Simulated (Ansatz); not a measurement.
The system is MgGe2.

```xyz
6
Lattice="5.5215 -1.8498 0.0000 5.5215 1.8498 0.0000 -3.2176 0.0000 6.0078" Properties=species:S:1:pos:R:3 pbc="T T T"
Ge    4.8996    0.0000    1.7640
Ge    2.9258    0.0000    4.2438
Ge    6.5513    0.0000    5.9203
Ge    1.2740    0.0000    0.0875
Mg    7.8794    0.0000    2.0982
Mg   -0.0541    0.0000    3.9095
```

The cell comes from a database or a generator and needn't be the stable form of this composition.

Base run:

- Program: Ansatz 0.2.0
- Functional: BLYP
- Potentials or basis: Ansatz PAW
- Cutoff: 420 eV (not typed: the program's choice for these potentials)
- k mesh: 8 × 8 × 5
- Occupations: fermi-dirac, width 0.05 eV
- Spin: no spin polarisation

Its results: band gap on the k mesh none (metal or under the smearing width); pressure 3.2 GPa; largest force 0.273 eV/Å.

**Question.** After a change of settings the same cell gave: band gap on the k mesh none (metal or under the smearing width); pressure 0.8 GPa; largest force 0.130 eV/Å. Which change was it?
A. functional from BLYP to LDA
B. functional from BLYP to r2SCAN; cutoff from 420 eV (not typed: the program's choice for these potentials) to 500 eV (not typed: the program's choice for these potentials)
C. functional from BLYP to revPBE
D. functional from BLYP to PBEsol

**Answer.** C.

Caveats: the PAW data sets come from PBE, with cores solved anew for the run's functional, which leaves a small shift of forces and pressure.

Runs at the PBE level aren't shown here.
